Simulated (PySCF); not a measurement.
# C2H6O2SSi: electronic excitations and core binding energies

What electronic excitations and core binding energies should C2H6O2SSi (`COC(=S)O[SiH3]`) show?

Computed with PySCF 2.14.0, with density-fitted response routines of our own, on a single molecule in the gas phase. Atoms count from 0, in the outputs and in this text.

**1. The molecule as given**

12 atoms, charge 0, multiplicity 1; geometry from: GFN2-xTB.

Bonds of the start (Å): C0–O1 1.42, O1–C2 1.32, C2–S3 1.63, C2–O4 1.30, O4–Si5 1.66, C0–H6 1.09, C0–H7 1.09, C0–H8 1.09, Si5–H9 1.46, Si5–H10 1.45, Si5–H11 1.46.

**2. Ultraviolet spectrum: B3LYP/def2-SVPD**

The job: settings as JSON, then the geometry in Å.

```
{"job": {"kind": "uv", "xc": "B3LYP", "basis": "def2-SVPD", "nstates": 8, "ntriplets": 3}, "charge": 0, "multiplicity": 1}
C      2.450071     0.000573     0.444677
O      1.184645     0.204305     1.046063
C      0.107943     0.008685     0.299868
S      0.139310    -0.459679    -1.262364
O     -0.995530     0.232831     0.958227
Si    -2.536133     0.060399     0.352444
H      3.182942     0.185604     1.225875
H      2.537863    -1.021644     0.069429
H      2.594571     0.692428    -0.388372
H     -2.740235    -1.336484    -0.009394
H     -3.224944     0.484985     1.559268
H     -2.699305     0.947311    -0.792308
```

Method: TDDFT B3LYP/def2-SVPD, vertical, gas phase, core orbitals frozen in the response.

On the command line:

```sh
OMP_NUM_THREADS=1 python probes_run.py task.json out
```

The driver reads the jobs from task.json and runs them one after another.

Log:

```text
coarse grid: 11312 points
cycle   1  E = -917.4029477764  dE =  8.785e-01  |g| = 7.872e-01  |ddm| = 4.777e+00
cycle   2  E = -917.2261315390  dE =  1.768e-01  |g| = 1.263e+00  |ddm| = 2.085e+00
cycle   3  E = -917.5212300818  dE = -2.951e-01  |g| = 8.513e-02  |ddm| = 1.393e+00
cycle   4  E = -917.5227415871  dE = -1.512e-03  |g| = 4.262e-02  |ddm| = 2.218e-01
cycle   5  E = -917.5231434308  dE = -4.018e-04  |g| = 2.028e-02  |ddm| = 8.047e-02
cycle   6  E = -917.5232445965  dE = -1.012e-04  |g| = 3.182e-03  |ddm| = 2.712e-02
cycle   7  E = -917.5232466197  dE = -2.023e-06  |g| = 1.448e-03  |ddm| = 5.383e-03
final grid: 100736 points
cycle   8  E = -917.6441195673  dE = -2.547e-05  |g| = 3.915e-03  |ddm| = 8.533e-02
cycle   9  E = -917.6441155340  dE =  4.033e-06  |g| = 5.584e-03  |ddm| = 1.321e-02
cycle  10  E = -917.6441231249  dE = -7.591e-06  |g| = 1.087e-03  |ddm| = 7.333e-03
cycle  11  E = -917.6441233930  dE = -2.681e-07  |g| = 2.020e-04  |ddm| = 1.385e-03
cycle  12  E = -917.6441233993  dE = -6.279e-09  |g| = 1.070e-04  |ddm| = 3.569e-04
cycle  13  E = -917.6441234017  dE = -2.347e-09  |g| = 2.750e-05  |ddm| = 1.521e-04
cycle  14  E = -917.6441234018  dE = -1.669e-10  |g| = 9.393e-06  |ddm| = 4.578e-05
converged SCF energy = -917.6441234018

Static polarisability (au): isotropic 80.371, principal 61.886 81.055 98.173

Singlet excitations
state   eV       nm        f      main configurations
  1   4.0944    302.8   0.00001   H->L 1.00
  2   5.5129    224.9   0.05037   H->L+1 0.86, H-1->L 0.13
  3   5.8940    210.4   0.12808   H-1->L 0.73, H->L+1 0.11, H->L+2 0.08
  4   6.2149    199.5   0.00858   H-1->L+1 0.99
  5   6.2451    198.5   0.01691   H->L+2 0.88
  6   6.6120    187.5   0.01922   H->L+3 0.95
  7   6.8888    180.0   0.02122   H->L+4 0.86
  8   6.9163    179.3   0.02515   H-1->L+2 0.91

Triplet excitations (Tamm-Dancoff, eV): 3.7964 4.0709 5.3920
```

Wall time 24 s (1 thread of Arm Neoverse V2, shared host); peak memory 0.72 GiB.

The orbitals next to the gap, with their largest atomic shares:

```
orbital     eV                        atoms
 HOMO−3  -9.38   O4 22 %, Si5 18 %, S3 18 %
 HOMO−2  -9.11   O1 25 %, O4 23 %, Si5 14 %
 HOMO−1  -7.35    S3 60 %, C2 20 %, O1 10 %
   HOMO  -6.64      S3 72 %, C2 8 %, O4 6 %
   LUMO  -1.13    C2 36 %, S3 32 %, O1 14 %
 LUMO+1  -0.28  Si5 40 %, H9 12 %, H11 11 %
 LUMO+2   0.37    Si5 36 %, S3 15 %, C0 8 %
```

With each of the 8 states as a Gaussian band of 0.4 eV half-width at 1/e, the curve within the window shown has maxima at 212 nm (ε 6,600), 184 nm (ε 2,600) L/(mol cm). Beyond the last state computed it falls off for lack of states. The curve at chosen wavelengths:

```json
{"nm": "172", "ε (L/mol/cm)": "1102"}
{"nm": "179", "ε (L/mol/cm)": "2327"}
{"nm": "187", "ε (L/mol/cm)": "2520"}
{"nm": "194", "ε (L/mol/cm)": "2918"}
{"nm": "201", "ε (L/mol/cm)": "4618"}
{"nm": "208", "ε (L/mol/cm)": "6307"}
{"nm": "216", "ε (L/mol/cm)": "6209"}
{"nm": "223", "ε (L/mol/cm)": "4701"}
{"nm": "230", "ε (L/mol/cm)": "2977"}
{"nm": "238", "ε (L/mol/cm)": "1454"}
{"nm": "245", "ε (L/mol/cm)": "651"}
{"nm": "252", "ε (L/mol/cm)": "247"}
{"nm": "259", "ε (L/mol/cm)": "81"}
{"nm": "267", "ε (L/mol/cm)": "19"}
{"nm": "274", "ε (L/mol/cm)": "5"}
{"nm": "281", "ε (L/mol/cm)": "1"}
{"nm": "288", "ε (L/mol/cm)": "1"}
{"nm": "296", "ε (L/mol/cm)": "0"}
{"nm": "303", "ε (L/mol/cm)": "0"}
{"nm": "310", "ε (L/mol/cm)": "0"}
{"nm": "318", "ε (L/mol/cm)": "0"}
{"nm": "325", "ε (L/mol/cm)": "0"}
{"nm": "332", "ε (L/mol/cm)": "0"}
{"nm": "339", "ε (L/mol/cm)": "0"}
{"nm": "347", "ε (L/mol/cm)": "0"}
{"nm": "354", "ε (L/mol/cm)": "0"}
```

Leading natural transition orbitals of singlet state 3: the hole lies on S3 64 %; C2 11 %; O1 11 %; the particle on C2 41 %; S3 29 %; O1, O4 about 10 % each.

Leading natural transition orbitals of singlet state 1: the hole lies on S3 79 %; the particle on C2 44 %; S3 30 %; O1, O4 about 10 % each.

Ground-state properties from the same run:

```
           property  computed
  dipole moment (D)      0.93
polarisability (Å³)     11.91
 HOMO–LUMO gap (eV)      5.50
      −ε(HOMO) (eV)      6.64
```

Orbitals, density, ELF and potential are computed afterwards from the orbital file.

Frontier orbitals at B3LYP/def2-SVPD, with the share of their density that lies nearest to each atom:

```csv
orbital,energy (eV),lies on
HOMO,-6.64,S3 79 %
LUMO,-1.13,"C2 43 %; S3 30 %; O1, O4 about 10 % each"
```

ELF in a plane through or near 8 of the atoms.

Ten even steps from '0' (0.00) to '9' (1.00):
```
0000000000000000000000000000
0000000000000000000000000000
0000000000000000000000000000
0000000000000000000013200000
0000000000110000000189971000
0000278101562004520399996000
0001899703885017860499998100
0004999934776028872599997100
0003999957327356675029983000
0000478256778138681770520000
0000013434125333230440100000
0000002662027884101123100000
0000000210373117610232100000
0000000001791457940011000000
0000000003894118960000000000
0000000004788888850000000000
0000000002566665530000000000
0000000000122222100000000000
0000000000000000000000000000
0000000000000000000000000000
```
The map spans 11.6 Å across and 8.4 Å up, centred on the molecule. Atoms in the plane (x, y in Å): C0 (-2.5, 0.1), O1 (-1.2, 0.8), C2 (-0.1, 0.0), S3 (-0.1, -1.6), O4 (1.0, 0.7), Si5 (2.5, 0.1), H6 (-3.2, 0.9), H10 (3.2, 1.4).

log10 of the density (e/Å³) in the same plane.

Values, 10 rows by 14 columns:
```
-4.0 -4.0 -4.0 -4.0 -4.0 -4.0 -4.0 -4.0 -4.0 -4.0 -4.0 -4.0 -4.0 -4.0
-4.0 -4.0 -4.0 -4.0 -3.9 -3.6 -3.6 -3.7 -3.6 -3.4 -3.1 -3.1 -3.6 -4.0
-4.0 -4.0 -3.0 -2.5 -2.5 -2.0 -2.2 -2.4 -2.1 -2.2 -1.7 -1.7 -2.5 -3.6
-4.0 -3.2 -1.7 -0.8 -1.1 -0.3 -0.7 -1.0 -0.3 -1.0 -0.3 -0.4 -1.8 -3.2
-4.0 -2.9 -1.2  0.2  0.0  0.8  0.3  0.0  2.5 -0.1 -0.1 -0.5 -1.8 -3.1
-4.0 -3.2 -1.9 -0.4  0.2 -0.5  0.1  0.4 -0.4 -0.4  0.7 -1.0 -2.2 -3.5
-4.0 -3.8 -2.5 -1.4 -1.0 -0.8  0.1  0.3 -0.6 -1.1 -0.8 -1.5 -2.6 -4.0
-4.0 -4.0 -3.4 -2.6 -1.9 -0.8  0.1  0.3 -0.6 -1.7 -2.0 -2.4 -3.3 -4.0
-4.0 -4.0 -4.0 -3.6 -2.6 -1.6 -1.0 -0.9 -1.4 -2.4 -3.1 -3.6 -4.0 -4.0
-4.0 -4.0 -4.0 -4.0 -3.6 -2.8 -2.4 -2.4 -2.7 -3.5 -4.0 -4.0 -4.0 -4.0
```
The map spans 11.6 Å across and 8.4 Å up, centred on the molecule. Atoms in the plane (x, y in Å): C0 (-2.5, 0.1), O1 (-1.2, 0.8), C2 (-0.1, 0.0), S3 (-0.1, -1.6), O4 (1.0, 0.7), Si5 (2.5, 0.1), H6 (-3.2, 0.9), H10 (3.2, 1.4).

On the surface of density 0.002 e/bohr³ the electrostatic potential runs, from the 1st to the 99th percentile, from -0.85 V near O1 to 1.56 V near Si5.

**3. Core holes by ΔSCF: SCAN, X2C**

Same as in step 2 but for these lines:

```diff
@@ -1,2 +1,2 @@
-{"job": {"kind": "uv", "xc": "B3LYP", "basis": "def2-SVPD", "nstates": 8, "ntriplets": 3}, "charge": 0, "multiplicity": 1}
+{"job": {"kind": "xps"}, "charge": 0, "multiplicity": 1}
 C      2.450071     0.000573     0.444677
```

With the program's defaults for keys left out, this is: delta-SCF UKS SCAN, pcX-2 on the ionised atom, pcseg-1 elsewhere, spin-free X2C.

Log:

```text
ground state, core basis on atom 0 (C), 153 functions
  cycle   1  E = -919.39219039  |g| = 7.04e-01
  cycle   2  E = -919.22565753  |g| = 1.16e+00
  cycle   3  E = -919.48794951  |g| = 1.18e-01
  cycle   4  E = -919.49098417  |g| = 4.72e-02
  cycle   5  E = -919.49136415  |g| = 2.69e-02
  cycle   6  E = -919.49153707  |g| = 6.85e-03
  cycle   7  E = -919.49155054  |g| = 3.19e-03
  cycle   8  E = -919.49155124  |g| = 6.93e-04
  cycle   9  E = -919.49155005  |g| = 1.11e-04
  E(ground) = -919.54849422 Eh
hole in C 1s of atom 0
  cycle   1  E = -908.18340384  |g| = 1.50e+00
  cycle   2  E = -905.53765352  |g| = 2.46e+00
  cycle   3  E = -907.92705152  |g| = 1.27e+00
  cycle   4  E = -908.65373475  |g| = 4.54e-01
  cycle   5  E = -908.72062043  |g| = 1.69e-01
  cycle   6  E = -908.72674752  |g| = 9.95e-02
  cycle   7  E = -908.73217200  |g| = 3.90e-02
  cycle   8  E = -908.73289853  |g| = 7.02e-03
  cycle   9  E = -908.73293646  |g| = 2.41e-03
  cycle  10  E = -908.73294383  |g| = 1.26e-03
  cycle  11  E = -908.73294500  |g| = 7.84e-04
  cycle  12  E = -908.73294532  |g| = 4.20e-04
  E(ion) = -908.78899404 Eh   <S^2> = 0.7721   hole on atom = 1.000   binding energy = 292.781 eV
ground state, core basis on atom 1 (O), 153 functions
  cycle   1  E = -919.52004980  |g| = 9.82e-02
  cycle   2  E = -919.51884095  |g| = 8.45e-02
  cycle   3  E = -919.51907324  |g| = 7.61e-02
  cycle   4  E = -919.52030731  |g| = 1.42e-02
  cycle   5  E = -919.52036020  |g| = 3.27e-03
  cycle   6  E = -919.52036462  |g| = 5.38e-04
  cycle   7  E = -919.52036513  |g| = 1.61e-04
  E(ground) = -919.57614956 Eh
hole in O 1s of atom 1
  cycle   1  E = -898.84608573  |g| = 2.23e+00
  cycle   2  E = -896.97721043  |g| = 2.80e+00
  cycle   3  E = -899.12664853  |g| = 9.38e-01
  cycle   4  E = -899.25309788  |g| = 8.57e-01
  cycle   5  E = -899.66123123  |g| = 2.27e-01
  cycle   6  E = -899.67353172  |g| = 1.54e-01
  cycle   7  E = -899.68239425  |g| = 2.81e-02
  cycle   8  E = -899.68274492  |g| = 7.47e-03
  cycle   9  E = -899.68277335  |g| = 1.88e-03
  cycle  10  E = -899.68277721  |g| = 5.16e-04
  cycle  11  E = -899.68277810  |g| = 1.65e-04
  E(ion) = -899.73883409 Eh   <S^2> = 0.7623   hole on atom = 1.000   binding energy = 539.801 eV
ground state, core basis on atom 2 (C), 153 functions
  cycle   1  E = -919.49750136  |g| = 9.22e-02
  cycle   2  E = -919.49427461  |g| = 1.49e-01
  cycle   3  E = -919.49831394  |g| = 2.58e-02
  cycle   4  E = -919.49835311  |g| = 1.97e-02
  cycle   5  E = -919.49846140  |g| = 2.34e-03
  cycle   6  E = -919.49846179  |g| = 8.92e-04
  cycle   7  E = -919.49846423  |g| = 1.56e-04
  E(ground) = -919.55487662 Eh
hole in C 1s of atom 2
  cycle   1  E = -908.07948452  |g| = 1.52e+00
  cycle   2  E = -905.43235024  |g| = 2.86e+00
  cycle   3  E = -908.37076203  |g| = 7.15e-01
  cycle   4  E = -908.16626298  |g| = 9.37e-01
  cycle   5  E = -908.65436756  |g| = 7.57e-02
  cycle   6  E = -908.65342872  |g| = 9.78e-02
  cycle   7  E = -908.65774693  |g| = 3.32e-02
  cycle   8  E = -908.65823729  |g| = 8.16e-03
  cycle   9  E = -908.65829290  |g| = 6.90e-03
  cycle  10  E = -908.65834261  |g| = 2.66e-03
  cycle  11  E = -908.65835381  |g| = 1.38e-03
  cycle  12  E = -908.65835648  |g| = 4.03e-04
  E(ion) = -908.71614043 Eh   <S^2> = 0.8108   hole on atom = 1.000   binding energy = 294.937 eV
ground state, core basis on atom 3 (S), 164 functions
  cycle   1  E = -919.63704200  |g| = 4.06e-01
  cycle   2  E = -919.63497954  |g| = 9.43e-02
  cycle   3  E = -919.62274372  |g| = 2.29e-01
  cycle   4  E = -919.63762196  |g| = 1.94e-02
  cycle   5  E = -919.63767592  |g| = 8.35e-03
  cycle   6  E = -919.63768949  |g| = 9.88e-04
  cycle   7  E = -919.63768720  |g| = 4.67e-04
  E(ground) = -919.68117519 Eh
hole in S 1s of atom 3
  cycle   1  E = -827.43237884  |g| = 5.08e+00
  cycle   2  E = -827.39960857  |g| = 2.33e+00
  cycle   3  E = -827.09567726  |g| = 1.69e+00
  cycle   4  E = -828.51750391  |g| = 5.20e-01
  cycle   5  E = -828.61140920  |g| = 2.81e-01
  cycle   6  E = -828.64596814  |g| = 1.12e-01
  cycle   7  E = -828.65057312  |g| = 3.41e-02
  cycle   8  E = -828.65092672  |g| = 1.58e-02
  cycle   9  E = -828.65100385  |g| = 7.78e-03
  cycle  10  E = -828.65102581  |g| = 1.90e-03
  cycle  11  E = -828.65102724  |g| = 4.48e-04
  E(ion) = -828.68693592 Eh   <S^2> = 0.7514   hole on atom = 1.000   binding energy = 2476.079 eV
hole in S 2p of atom 3
  cycle   1  E = -912.99098310  |g| = 1.52e+00
  cycle   2  E = -912.71158300  |g| = 1.43e+00
  cycle   3  E = -913.22812933  |g| = 6.70e-01
  cycle   4  E = -913.42316920  |g| = 1.74e-01
  cycle   5  E = -913.43232339  |g| = 6.41e-02
  cycle   6  E = -913.43339974  |g| = 4.95e-02
  cycle   7  E = -913.43429865  |g| = 1.31e-02
  cycle   8  E = -913.43436279  |g| = 5.48e-03
  cycle   9  E = -913.43437531  |g| = 1.71e-03
  cycle  10  E = -913.43437820  |g| = 8.16e-04
  cycle  11  E = -913.43437842  |g| = 1.97e-04
  E(ion) = -913.48621041 Eh   <S^2> = 0.7531   hole on atom = 1.001   binding energy = 168.574 eV
  2p3/2 = 168.317 eV   2p1/2 = 169.562 eV
ground state, core basis on atom 4 (O), 153 functions
  cycle   1  E = -919.52356090  |g| = 1.04e-01
  cycle   2  E = -919.52218166  |g| = 1.00e-01
  cycle   3  E = -919.52342428  |g| = 5.96e-02
  cycle   4  E = -919.52406385  |g| = 1.57e-02
  cycle   5  E = -919.52410562  |g| = 3.36e-03
  cycle   6  E = -919.52410826  |g| = 1.23e-03
  cycle   7  E = -919.52410940  |g| = 2.72e-04
  E(ground) = -919.57931332 Eh
hole in O 1s of atom 4
  cycle   1  E = -898.87137107  |g| = 2.23e+00
  cycle   2  E = -897.37406505  |g| = 2.67e+00
  cycle   3  E = -899.19385967  |g| = 9.09e-01
  cycle   4  E = -899.32016066  |g| = 8.14e-01
  cycle   5  E = -899.68322476  |g| = 2.32e-01
  cycle   6  E = -899.69487878  |g| = 1.63e-01
  cycle   7  E = -899.70541548  |g| = 1.83e-02
  cycle   8  E = -899.70556365  |g| = 5.85e-03
  cycle   9  E = -899.70558137  |g| = 1.49e-03
  cycle  10  E = -899.70558345  |g| = 5.63e-04
  cycle  11  E = -899.70558265  |g| = 2.38e-04
  E(ion) = -899.76151132 Eh   <S^2> = 0.7620   hole on atom = 1.000   binding energy = 539.270 eV
ground state, core basis on atom 5 (Si), 164 functions
  cycle   1  E = -919.58857943  |g| = 3.01e-01
  cycle   2  E = -919.58469272  |g| = 1.74e-01
  cycle   3  E = -919.58189087  |g| = 2.00e-01
  cycle   4  E = -919.58983276  |g| = 3.39e-02
  cycle   5  E = -919.59013321  |g| = 1.28e-02
  cycle   6  E = -919.59017560  |g| = 2.41e-03
  cycle   7  E = -919.59017672  |g| = 8.91e-04
  cycle   8  E = -919.59017757  |g| = 2.52e-04
  E(ground) = -919.60684421 Eh
hole in Si 1s of atom 5
  cycle   1  E = -850.63472703  |g| = 4.35e+00
  cycle   2  E = -849.42182134  |g| = 2.44e+00
  cycle   3  E = -847.85648801  |g| = 2.42e+00
  cycle   4  E = -851.47576027  |g| = 6.29e-01
  cycle   5  E = -851.57372180  |g| = 5.11e-01
  cycle   6  E = -851.66646296  |g| = 1.77e-01
  cycle   7  E = -851.68164972  |g| = 8.69e-02
  cycle   8  E = -851.68489940  |g| = 2.08e-02
  cycle   9  E = -851.68515448  |g| = 6.28e-03
  cycle  10  E = -851.68516116  |g| = 5.31e-03
  cycle  11  E = -851.68517371  |g| = 8.28e-04
  cycle  12  E = -851.68517363  |g| = 2.23e-04
  E(ion) = -851.70913535 Eh   <S^2> = 0.7522   hole on atom = 1.000   binding energy = 1847.591 eV
hole in Si 2p of atom 5
  cycle   1  E = -915.29219241  |g| = 1.23e+00
  cycle   2  E = -914.05962697  |g| = 1.51e+00
  cycle   3  E = -915.22427633  |g| = 7.38e-01
  cycle   4  E = -915.57227763  |g| = 2.64e-01
  cycle   5  E = -915.59159201  |g| = 2.03e-01
  cycle   6  E = -915.60941297  |g| = 4.14e-02
  cycle   7  E = -915.60995775  |g| = 2.56e-02
  cycle   8  E = -915.61027407  |g| = 6.99e-03
  cycle   9  E = -915.61029495  |g| = 3.60e-03
  cycle  10  E = -915.61029977  |g| = 6.43e-04
  cycle  11  E = -915.61029907  |g| = 2.28e-04
  E(ion) = -915.63721952 Eh   <S^2> = 0.7518   hole on atom = 1.002   binding energy = 108.019 eV
  2p3/2 = 107.742 eV   2p1/2 = 108.370 eV
```

It took 58 s on 1 thread of Arm Neoverse V2, shared host; peak memory 0.59 GiB.

Binding energies by hole, beside the orbital energy of the ground state; the difference holds orbital relaxation and, for a density functional, its self-interaction error:

```csv
hole,stands for,environment,ΔSCF (eV; 2p as the shell's mean),−ε (eV),⟨S²⟩
C1s on C0,C0,methyl carbon bonded to O,292.78,275.4,0.772
O1s on O1,O1,oxygen bound to a thiocarbonyl carbon,539.80,518.6,0.762
C1s on C2,C2,thiocarbonyl carbon,294.94,278.4,0.811
S1s on S3,S3,thione sulfur,2476.08,2414.0,0.751
S2p on S3,S3,thione sulfur,168.73,157.2,0.753
O1s on O4,O4,oxygen bound to a thiocarbonyl carbon,539.27,518.0,0.762
Si1s on Si5,Si5,"silicon bonded to O, 3 H",1847.59,1794.2,0.752
Si2p on Si5,Si5,"silicon bonded to O, 3 H",107.95,97.0,0.752
```

With the spin-orbit splitting: S3 2p3/2 168.32, 2p1/2 169.56 eV; Si5 2p3/2 107.74, 2p1/2 108.37 eV. The table gives each 2p level as the mean over the whole 2p shell (two parts 2p3/2, one part 2p1/2), which differs a little from the single hole in the log.

**4. Results**

```
                                quantity                        value
        lowest singlet (B3LYP/def2-SVPD)  4.09 eV (303 nm), f = 0.000
brightest single state of those computed  state 3, 5.89 eV, f = 0.128
                          lowest triplet                      3.80 eV
   surface potential, 1st and 99th percentile           -0.85 V and 1.56 V
        C1s binding energies, SCAN/pcX-2      C2 294.94, C0 292.78 eV
        O1s binding energies, SCAN/pcX-2      O1 539.80, O4 539.27 eV
        S1s binding energies, SCAN/pcX-2                S3 2476.08 eV
        S2p binding energies, SCAN/pcX-2                 S3 168.73 eV
       Si1s binding energies, SCAN/pcX-2               Si5 1847.59 eV
       Si2p binding energies, SCAN/pcX-2                Si5 107.95 eV
```

The lowest singlet, at 4.09 eV, is HOMO→LUMO 1.00 and is dark; of the 8 states computed, the strongest absorption comes from state 3 at 5.89 eV. The lowest triplet lies 0.30 eV below the lowest singlet (triplets in Tamm-Dancoff, singlets in full TDDFT). By nearest atom (B3LYP/def2-SVPD), the HOMO sits on S3 79 % and the LUMO on C2 43 %; S3 30 %. The C1s levels kept as sound span 2.16 eV, from C0 (methyl carbon bonded to O) up to C2 (thiocarbonyl carbon). O1 (oxygen bound to a thiocarbonyl carbon) binds its O1s electron 0.53 eV more tightly than O4 (oxygen bound to a thiocarbonyl carbon).
